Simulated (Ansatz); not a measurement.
Runs of Ansatz 0.2.0 on BaY. It takes space group Pm-3m (No. 221, cubic). The conventional cell has a = 4.420 Å, b = 4.420 Å, c = 4.420 Å, α = 90.00°, β = 90.00°, γ = 90.00°. Ba (site symmetry m-3m) is surrounded by 8 Y at 3.83 Å. Around Y (site symmetry m-3m) lie 8 Ba at 3.83 Å. The cell was built by a generator and needn't be a form met in nature.

```tsv
task	level	cell	cutoff (eV)	points for each segment of the path	gap on the mesh (eV)	pressure (GPa)
band structure	LDA	as given	420	14	none	-2.4
band structure	revPBE	as given	420	14	none	0.6
band structure	PBEsol	as given	420	14	none	(a)
band structure	PBE	as given	420	14	none	-0.1
band structure	BLYP	as given	420	14	none	1.0
band structure	RPBE	as given	420	14	none	(b)
relaxation of cell and atoms	PBE	relaxed	420	-	none	0.0
band structure	r2SCAN	as given	500	14	none	0.1
```

Alike in all rows: potentials or basis Ansatz PAW; no spin polarisation; k mesh 6 × 6 × 6; smearing fermi-dirac 0.05 eV.

Task: Estimate the missing entries.

Result: (a) -1.4; (b) 0.9.

Caveats: spin-orbit coupling is left out, which moves the levels of the heavy elements (some runs); the PAW data sets come from PBE, with cores solved anew for the run's functional, which leaves a small shift of forces and pressure (some runs); the plane-wave basis is chosen anew once the cell has moved, so the energies of steps on either side of that aren't comparable (some runs).

A k mesh can miss the band edges, and the runs leave out spin-orbit coupling on Ba, Y.

A gap of «none» marks a metal or a gap under the smearing width.
